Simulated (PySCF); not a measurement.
**Dy(SH)2: other functionals and bases at one geometry**

The task here is to estimate one member of a computed series from the others.

Computed with PySCF 2.14.0. Level: several levels, as the steps say, no spin–orbit coupling.

1 further run of the same task is left out (for a known fault of the program).

## Where the work starts

5 atoms, charge 0, spin multiplicity 1.

Bond lengths: Dy1–S2 2.722 Å, Dy1–S4 2.722 Å, S2–H3 1.355 Å, S4–H5 1.355 Å. Angles: S2–Dy1–S4 131.3°, Dy1–S2–H3 94.7°, Dy1–S4–H5 94.7°.

Geometry (Å):

```xyz
5
charge 0, multiplicity 1
Dy    0.00000    0.00000   -0.23795
S     2.47925    0.02339    0.88431
H     3.12131   -0.32363   -0.25753
S    -2.47925   -0.02339    0.88431
H    -3.12131    0.32363   -0.25753
```

Formal oxidation states: Dy +2. Each metal's 10 4f electrons lie in its core potential, so multiplicities, spins and levels count the valence alone. An earlier session relaxed this geometry at PBE0, Dy lcecp-0-SVP with ECP56, S def2-SVP, H def2-SVP (singlet, point group C2).

At PBE0 on the finer grid: E = -828.066584 Eh, frontier levels not given, since the 4f levels lie in the core, Mulliken charge on Dy1 +0.69 e, largest force component 0.014 eV/Å. 

Levels to run: TPSSh; HF; PBE0, TZVP. Hardware: 2 threads of Arm Neoverse V2, shared host.

The first run:

run.py (the lines that set the calculation)

```python
mol = gto.M(atom='''
Dy     0.00000     0.00000    -0.23795
S      2.47925     0.02339     0.88431
H      3.12131    -0.32363    -0.25753
S     -2.47925    -0.02339     0.88431
H     -3.12131     0.32363    -0.25753''',
    basis={'Dy': 'lcecp-0-SVP', 'S': 'def2-SVP', 'H': 'def2-SVP'},
    ecp={'Dy': 'lcecp-0-SVP'},
    charge=0, spin=0)
mf = dft.RKS(mol, xc='TPSSH')
mf.grids.atom_grid = (75, 302)  # f atoms: unpruned, at least (60, 302)
mf = mf.density_fit()  # fitting sets: Dy AutoAux, S def2-universal-JKFIT, H def2-universal-JKFIT
mf.conv_tol = 1e-08; mf.max_cycle = 55
mf.kernel(dm0)  # dm0: the density of the relaxed state
```

On the command line:

```bash
> OMP_NUM_THREADS=2 python run.py
```

Steps of the session up to this table: TPSSh; HF; PBE0, TZVP.

One table of the session follows, with a row left open; its other results are not shown here.

```
              level  charge on Dy1 (e)  dipole (D)  largest force component (eV/Å)
PBE0 (relaxed here)               0.69        7.38                            0.01
              TPSSh               0.69        7.33                            0.08
                 HF                  ?           ?                               ?
         PBE0, TZVP               1.06        7.25                            0.19
```

Estimate the missing values for HF.

As computed: charge on Dy1 (e): 0.92; dipole (D): 8.14; largest force component (eV/Å): 0.58. In the column «charge on Dy1 (e)» it lies between TPSSh (0.69) and PBE0, TZVP (1.06).

The largest leftover force, 0.58 eV/Å with HF, stands at a geometry relaxed at another level. With 4f in the core, its levels are missing from HOMO and gap, and its count is fixed, so no charge can pass from the ligands into it. Total energies of different levels can't be compared.
